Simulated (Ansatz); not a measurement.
# C₃H₄AlClO₃: basis-set convergence

How large a basis does C₃H₄AlClO₃ need? Two functionals are run in growing sets.

The runs use Ansatz 0.2.0, Gaussian basis; one geometry, several basis sets.

Levels to be run: PBE0-D4/def2-SVP; ωB97M-V/def2-SVP; PBE0-D4/def2-QZVPP; ωB97M-V/def2-QZVPP; the functionals' def2-TZVPP values are taken from earlier runs.

## 1. The geometry

All runs share one geometry, relaxed beforehand with PBE0-D4 in a triple-zeta def2 set.

SMILES `[OH][Al-]1([Cl])[O]C=CC=[O+]1`, 12 atoms, charge 0, spin multiplicity 1.

Atoms are counted from 1 here; the program's logs count them from 0.

Bond lengths: O1–Al2 1.692 Å, O1–H9 0.954 Å, Al2–Cl3 2.109 Å, Al2–O4 1.818 Å, Al2–O8 1.818 Å, O4–C5 1.268 Å, C5–C6 1.389 Å, C5–H10 1.094 Å, C6–C7 1.389 Å, C6–H11 1.080 Å, C7–O8 1.268 Å, C7–H12 1.094 Å. Angles: Al2–O1–H9 123.0°, O1–Al2–Cl3 120.0°, O1–Al2–O4 109.9°, O1–Al2–O8 110.0°, Cl3–Al2–O4 109.2°, Cl3–Al2–O8 109.2°, O4–Al2–O8 95.8°, Al2–O4–C5 125.8°, O4–C5–C6 125.6°, O4–C5–H10 115.6°, C6–C5–H10 118.8°, C5–C6–C7 121.3°, C5–C6–H11 119.3°, C7–C6–H11 119.3°, C6–C7–O8 125.6°, C6–C7–H12 118.8°, O8–C7–H12 115.6°, Al2–O8–C7 125.8°.

## 2. PBE0-D4 in def2-SVP

Contents of in.yaml:

```yaml
crystal:
  periodic: [false, false, false]
  atoms:
    - {symbol: O, position_ang: [-1.799217, -0.381277, 1.942985]}
    - {symbol: Al, position_ang: [-0.316454, 0.210810, 1.383973]}
    - {symbol: Cl, position_ang: [0.978851, 1.222966, 2.704696]}
    - {symbol: O, position_ang: [-0.574955, 1.229481, -0.099746]}
    - {symbol: C, position_ang: [-0.152858, 0.963344, -1.264919]}
    - {symbol: C, position_ang: [0.575469, -0.163281, -1.623138]}
    - {symbol: C, position_ang: [0.903351, -1.138084, -0.690225]}
    - {symbol: O, position_ang: [0.601954, -1.112578, 0.540681]}
    - {symbol: H, position_ang: [-2.091094, -0.281099, 2.845887]}
    - {symbol: H, position_ang: [-0.399837, 1.698952, -2.035769]}
    - {symbol: H, position_ang: [0.884627, -0.288910, -2.650700]}
    - {symbol: H, position_ang: [1.467161, -2.015425, -1.019926]}
basis:
  gaussian: {orbitals: def2-SVP}
hamiltonian: {xc: pbe0, dispersion: d4}
output: {orbitals: {seedname: orbitals}}
```

Run with:

```sh
ansatz run in.yaml --threads 4 --pin off --events-out ev --progress --plain --max-ram 11315MiB
```

Further steps of the session: ωB97M-V in def2-SVP; PBE0-D4 in def2-QZVPP; ωB97M-V in def2-QZVPP.

Q: Predict the results of all the runs planned. Wanted: PBE0-D4: double and triple zeta above quadruple; ωB97M-V: double and triple zeta above quadruple.

As calculated:

```
                                       quantity           value
PBE0-D4: double and triple zeta above quadruple  18.61, 1.10 eV
ωB97M-V: double and triple zeta above quadruple  18.74, 1.04 eV
```

In words: For PBE0-D4 the step from double to triple zeta gains 17.51 eV and the next only 1.10 eV. These are total energies; as a rule much of such shifts cancels in differences, which this series doesn't test.
